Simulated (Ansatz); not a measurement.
# C2H6BO2 radical: a ladder of functionals and wavefunction methods

One table from this session's results is given with a row withheld; the runs are named, their logs left out.

The runs use Ansatz 0.2.0, Gaussian basis; functionals in def2-TZVPP, the program's frozen cores in correlated methods.

The runs, in order: LDA (SPW92), PBE-D4, revPBE-D4, BLYP-D4, r2SCAN-D4, B97M-V, PBE0-D4, B3LYP-D4, r2SCANh-D4, r2SCAN0-D4, HSE06-D4, BHLYP-D4, CAM-B3LYP-D4, LC-ωPBE, ωB97X-V, ωB97M-V, B2PLYP, PBE-QIDH; CCSD(T)/def2-SVP; CCSD(T)/def2-TZVPP; MP2/def2-QZVPP; extrapolation to the limit; RPA on PBE.

### The geometry

The geometry comes from an earlier relaxation with PBE0-D4 in a triple-zeta def2 set; it is a stationary point, not always the lowest conformer.

SMILES `CO[B]OC`, 11 atoms, charge 0, spin multiplicity 2.

Atoms are counted from 1 here; the program's logs count them from 0.

Bond lengths: C1–O2 1.413 Å, C1–H6 1.092 Å, C1–H7 1.093 Å, C1–H8 1.092 Å, O2–B3 1.341 Å, B3–O4 1.341 Å, O4–C5 1.413 Å, C5–H9 1.092 Å, C5–H10 1.093 Å, C5–H11 1.092 Å. Angles: O2–C1–H6 108.9°, O2–C1–H7 111.5°, O2–C1–H8 108.9°, H6–C1–H7 109.3°, H6–C1–H8 108.9°, H7–C1–H8 109.3°, C1–O2–B3 122.4°, O2–B3–O4 121.0°, B3–O4–C5 122.4°, O4–C5–H9 108.9°, O4–C5–H10 111.5°, O4–C5–H11 108.9°, H9–C5–H10 109.3°, H9–C5–H11 108.9°, H10–C5–H11 109.3°.

The first run:

The input, in.yaml:

```yaml
crystal:
  periodic: [false, false, false]
  atoms:
    - {symbol: C, position_ang: [-0.605809, 2.114640, -0.977420]}
    - {symbol: O, position_ang: [-0.716063, 0.712026, -0.850233]}
    - {symbol: B, position_ang: [0.025329, 0.008143, 0.017698]}
    - {symbol: O, position_ang: [-0.104362, -1.322993, 0.116012]}
    - {symbol: C, position_ang: [0.660563, -2.094005, 1.019391]}
    - {symbol: H, position_ang: [-0.341017, 2.355808, -2.008726]}
    - {symbol: H, position_ang: [0.154470, 2.518984, -0.304588]}
    - {symbol: H, position_ang: [-1.571452, 2.568376, -0.745603]}
    - {symbol: H, position_ang: [1.241187, -2.826891, 0.455684]}
    - {symbol: H, position_ang: [1.338741, -1.468383, 1.604964]}
    - {symbol: H, position_ang: [-0.016087, -2.622806, 1.693521]}
basis:
  gaussian: {orbitals: def2-TZVPP}
magnetization: {spin_polarized: true, initial_magnetization: 1}
hamiltonian: {xc: lda}
output: {orbitals: {seedname: orbitals}}
```

Command:

```sh
ansatz run in.yaml --threads 4 --pin off --events-out ev --progress --plain --max-ram 10444MiB
```

Among the steps run: LDA; PBE-D4 (GGA); revPBE-D4 (GGA); BLYP-D4 (GGA); r2SCAN-D4 (meta-GGA); B97M-V (meta-GGA); B3LYP-D4 (hybrid); r2SCANh-D4 (hybrid); r2SCAN0-D4 (hybrid); HSE06-D4 (hybrid); BHLYP-D4 (hybrid); CAM-B3LYP-D4 (range-separated); LC-ωPBE (range-separated); ωB97X-V (range-separated); ωB97M-V (range-separated); B2PLYP (double hybrid); PBE-QIDH (double hybrid).

One of the session's tables, all rows but one given; the rest of the session is left out.

It belongs to the step «Frontier levels by functional». 

```
  functional  HOMO (eV)  gap (eV)
 LDA (SPW92)      -4.29      1.57
      PBE-D4      -4.27      2.09
   revPBE-D4          ?         ?
     BLYP-D4      -4.09      1.80
   r2SCAN-D4      -4.63      3.07
      B97M-V      -4.31      1.85
     PBE0-D4      -5.57      4.40
    B3LYP-D4      -5.29      3.60
  r2SCANh-D4      -5.11      3.85
  r2SCAN0-D4      -5.85      5.01
    HSE06-D4      -5.16      3.61
    BHLYP-D4      -6.74      6.23
CAM-B3LYP-D4      -6.91      6.44
     LC-ωPBE      -8.37      9.50
     ωB97X-V      -7.82      8.30
     ωB97M-V      -7.46      7.65
```

Estimate the missing values for revPBE-D4.

**Answer.** HOMO (eV): -4.22; gap (eV): 2.22. In the column «HOMO (eV)» it lies between PBE-D4 (-4.27) and BLYP-D4 (-4.09).
